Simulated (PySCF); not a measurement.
# C₆H₉BO₂S: geometry, NMR shifts and electronic excitations

Aim: predict the NMR shifts and electronic excitations of C₆H₉BO₂S (`COB(OC)c1ccsc1`).

Programs: PySCF 2.14.0, with density-fitted response routines of our own. Each step states its level of theory. These are calculated values for one molecule in the gas phase, unless marked as measured. Atoms are numbered from 0 throughout.

**1. The molecule as given**

19 atoms, charge 0, multiplicity 1; geometry from: GFN2-xTB.

Bonds of the start (Å): C0–O1 1.40, O1–B2 1.36, B2–O3 1.35, O3–C4 1.41, B2–C5 1.58, C5–C6 1.43, C6–C7 1.35, C7–S8 1.72, S8–C9 1.72, C9–C5 1.36, C0–H10 1.09, C0–H11 1.09, C0–H12 1.09, C4–H13 1.09, C4–H14 1.09, C4–H15 1.09, C6–H16 1.07, C7–H17 1.07, C9–H18 1.07.

**2. Relaxing the molecule at PBE0-D3(BJ)/def2-SVP**

The job: settings as JSON, then the geometry in Å.

```
{"job": {"xc": "PBE0", "basis": "def2-SVP", "d3": "d3bj", "grid": 1, "kind": "geom"}, "charge": 0, "multiplicity": 1}
C     -1.718519    -1.723675     0.375743
O     -1.591760    -0.326974     0.375293
B     -0.444406     0.370455     0.159435
O     -0.521115     1.722006     0.131369
C     -1.735779     2.407317     0.335275
C      0.985933    -0.237489    -0.103499
C      1.938974     0.393434    -0.957171
C      3.115231    -0.269954    -1.041810
S      3.121642    -1.690572    -0.072044
C      1.508510    -1.376667     0.435233
H     -1.557590    -2.114373     1.384762
H     -1.007058    -2.195350    -0.306814
H     -2.737056    -1.962401     0.062757
H     -2.536192     1.967729    -0.263238
H     -2.024332     2.362717     1.388194
H     -1.578338     3.446170     0.043266
H      1.726565     1.309089    -1.477331
H      3.988961    -0.019139    -1.610164
H      1.056524    -2.053073     1.133282
```

**Question.** This job is followed by: GIAO PBE0/pcSseg-1 NMR shielding, non-relativistic, gas phase; TDDFT CAM-B3LYP/def2-SVPD, vertical, gas phase, core orbitals frozen in the response; GIAO wB97X-D/pcSseg-1 NMR shielding, non-relativistic, gas phase. What will the session give for the following? point group; rotational constants (main isotopes); 13C shifts against TMS (PBE0/pcSseg-1, means over atoms taken as alike); 1H shifts against TMS (PBE0/pcSseg-1, means over atoms taken as alike); 17O shifts against H2O (PBE0/pcSseg-1, means over atoms taken as alike); 11B shifts against BF3·OEt2 (PBE0/pcSseg-1); 33S shifts against CS2 (PBE0/pcSseg-1); lowest singlet (CAM-B3LYP/def2-SVPD); brightest single state of those computed; lowest triplet; vertical ionisation energy (ΔSCF); range of the shift of O1.

As calculated:

| quantity | value |
| --- | --- |
| point group | C1 |
| rotational constants (main isotopes) | 2.13, 0.70, 0.53 GHz |
| 13C shifts against TMS (PBE0/pcSseg-1, means over atoms taken as alike) | 141.7, 140.9, 138.4, 131.5, 53.3 ppm |
| 1H shifts against TMS (PBE0/pcSseg-1, means over atoms taken as alike) | 7.71, 7.60, 7.12, 3.86 ppm |
| 17O shifts against H2O (PBE0/pcSseg-1, means over atoms taken as alike) | 100.9 ppm |
| 11B shifts against BF3·OEt2 (PBE0/pcSseg-1) | 23.9 ppm |
| 33S shifts against CS2 (PBE0/pcSseg-1) | 240 ppm |
| lowest singlet (CAM-B3LYP/def2-SVPD) | 5.55 eV (223 nm), f = 0.045 |
| brightest single state of those computed | state 6, 6.82 eV, f = 0.456 |
| lowest triplet | 3.70 eV |
| vertical ionisation energy (ΔSCF) | 8.79 eV |
| range of the shift of O1 | 92.6 to 100.9 ppm |

Over 9 steps the energy fell by 0.062 eV; of the close pairs, C7–H17 changed most, 1.072 to 1.089 Å. At PBE0/pcSseg-1: The widest tensor belongs to S8: span 256 ppm, with a paramagnetic part of -801 ppm. The first singlet state (HOMO→LUMO 0.70, HOMO−1→LUMO 0.21) lies at 5.55 eV and is weak; of the 10 states computed, the strongest absorption comes from state 6 at 6.82 eV. The lowest triplet lies 1.85 eV below the lowest singlet (triplets in Tamm-Dancoff, singlets in full TDDFT). ΔSCF puts the ionisation energy at 8.79 eV, 0.63 eV above −ε(HOMO). In ppm, O1 (with its like atoms) moves most: its shift spreads over 8.3 ppm, from 92.6 (wB97X-D/pcSseg-1) to 100.9 (PBE0/pcSseg-1).
